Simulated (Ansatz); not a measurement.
# CH3SZn: the cost of one run

The runs use Ansatz 0.2.0, Gaussian basis; the settings change from run to run.

## Step 1: The geometry

The structure was relaxed beforehand with PBE0-D4 in a triple-zeta def2 set.

SMILES `[CH3][Zn][S]`, 6 atoms, charge 0, spin multiplicity 2.

Atoms are counted from 1 here; the program's logs count them from 0.

Bond lengths: C1–Zn2 1.933 Å, C1–H4 1.092 Å, C1–H5 1.092 Å, C1–H6 1.092 Å, Zn2–S3 2.178 Å. Angles: Zn2–C1–H4 110.6°, Zn2–C1–H5 110.3°, Zn2–C1–H6 110.7°, H4–C1–H5 108.3°, H4–C1–H6 108.5°, H5–C1–H6 108.3°, C1–Zn2–S3 179.9°.

## Step 2: revPBE0/pcseg-2

Options: restricted open-shell orbitals, atoms shaken by 0.03 Å, D3(BJ) with three-body dispersion.

Input file in.yaml:

```yaml
crystal:
  periodic: [false, false, false]
  atoms:
    - {symbol: C, position_ang: [-0.538642, 0.477354, -0.417647]}
    - {symbol: Zn, position_ang: [0.740091, -0.722346, 0.553899]}
    - {symbol: S, position_ang: [2.040063, -1.990689, 1.638917]}
    - {symbol: H, position_ang: [-1.358047, -0.057608, -0.800182]}
    - {symbol: H, position_ang: [0.052922, 0.827945, -1.299575]}
    - {symbol: H, position_ang: [-0.809710, 1.373739, 0.183728]}
basis:
  gaussian: {orbitals: pcseg-2}
magnetization: {spin_polarized: false, initial_magnetization: 1}
hamiltonian: {xc: {name: revPBE0}, dispersion: d3bjatm}
output: {forces: true}
```

Run with:

```console
$ ansatz run in.yaml --threads 4 --pin off --events-out ev --progress --plain --max-ram 10444MiB
```

**Question.** How long does this run take on 4 threads of AMD EPYC 9R45, shared host, and how much memory does it need?

About 5.5 s, with a peak of 0.64 GiB.
